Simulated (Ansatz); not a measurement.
**CH4GeOS: one species, many methods**

The task here is to estimate one member of a computed series from the others.

Program: Ansatz 0.2.0, Gaussian basis. Level of theory: functionals in def2-TZVPP, the program's frozen cores in correlated methods. These are calculated values, not measurements.

The runs, in order: PBE-D4, r2SCAN-D4, PBE0-D4, B3LYP-D4, ωB97X-V, ωB97M-V, B2PLYP; CCSD(T)/def2-TZVPP; MP2/def2-QZVPP; extrapolation to the limit.

### The relaxed structure

The geometry comes from an earlier relaxation with PBE0-D4 in a triple-zeta def2 set; it is a stationary point, not always the lowest conformer.

SMILES `O[CH]1[S][GeH2]1`, 8 atoms, charge 0, spin multiplicity 1.

Atoms are counted from 1 here; the program's logs count them from 0.

Bond lengths: O1–C2 1.390 Å, O1–H5 0.963 Å, C2–S3 1.820 Å, C2–Ge4 1.960 Å, C2–H6 1.090 Å, S3–Ge4 2.200 Å, Ge4–H7 1.530 Å, Ge4–H8 1.527 Å. Angles: C2–O1–H5 108.1°, O1–C2–S3 113.2°, O1–C2–Ge4 120.5°, O1–C2–H6 114.0°, S3–C2–Ge4 71.1°, S3–C2–H6 112.4°, Ge4–C2–H6 117.8°, C2–S3–Ge4 57.4°, C2–Ge4–S3 51.5°, C2–Ge4–H7 122.9°, C2–Ge4–H8 117.8°, S3–Ge4–H7 116.3°, S3–Ge4–H8 115.3°, H7–Ge4–H8 116.3°.

Set-up of the first run:

in.yaml reads:

```yaml
crystal:
  periodic: [false, false, false]
  atoms:
    - {symbol: O, position_ang: [-0.835354, 0.283545, -1.522398]}
    - {symbol: C, position_ang: [-0.458722, 0.555935, -0.212146]}
    - {symbol: S, position_ang: [-1.445459, -0.349000, 1.020463]}
    - {symbol: Ge, position_ang: [0.714877, -0.675324, 0.760832]}
    - {symbol: H, position_ang: [-0.211533, 0.721471, -2.110245]}
    - {symbol: H, position_ang: [-0.382277, 1.619086, 0.015646]}
    - {symbol: H, position_ang: [1.611275, -0.228847, 1.917696]}
    - {symbol: H, position_ang: [1.099291, -1.983967, 0.074253]}
basis:
  gaussian: {orbitals: def2-TZVPP}
hamiltonian: {xc: pbe, dispersion: d4}
output: {forces: true, orbitals: {seedname: orbitals}}
```

Launch:

```
$ ansatz run in.yaml --threads 4 --pin off --events-out ev --progress --plain --max-ram 10444MiB
```

Steps of the session up to this table: PBE-D4 (GGA); r2SCAN-D4 (meta-GGA); PBE0-D4 (hybrid); B3LYP-D4 (hybrid); ωB97X-V (range-separated); ωB97M-V (range-separated); B2PLYP (double hybrid); CCSD(T) in def2-TZVPP; MP2 in def2-QZVPP.

One of the session's tables, all rows but one given; the rest of the session is left out.

```
            method  atomisation energy (eV)
            PBE-D4                   27.558
         r2SCAN-D4                   27.002
           PBE0-D4                   26.834
          B3LYP-D4                   26.536
           ωB97X-V                   26.944
           ωB97M-V                   26.801
            B2PLYP                   26.315
     HF/def2-TZVPP                   17.614
    MP2/def2-TZVPP                   26.639
   CCSD/def2-TZVPP                   25.473
CCSD(T)/def2-TZVPP                   26.084
           MP2/CBS                        ?
       CCSD(T)/CBS                   26.926
```

**Question.** Estimate the row for MP2/CBS.

As computed: atomisation energy (eV): 27.481. In the column «atomisation energy (eV)» it lies between r2SCAN-D4 (27.002) and PBE-D4 (27.558).

Caveats from the session: Free atoms (1 O, 1 C, 1 S, 1 Ge, 4 H) were run apart at each level; the atomisation energy is their sum less the molecule, without zero-point or spin-orbit terms.
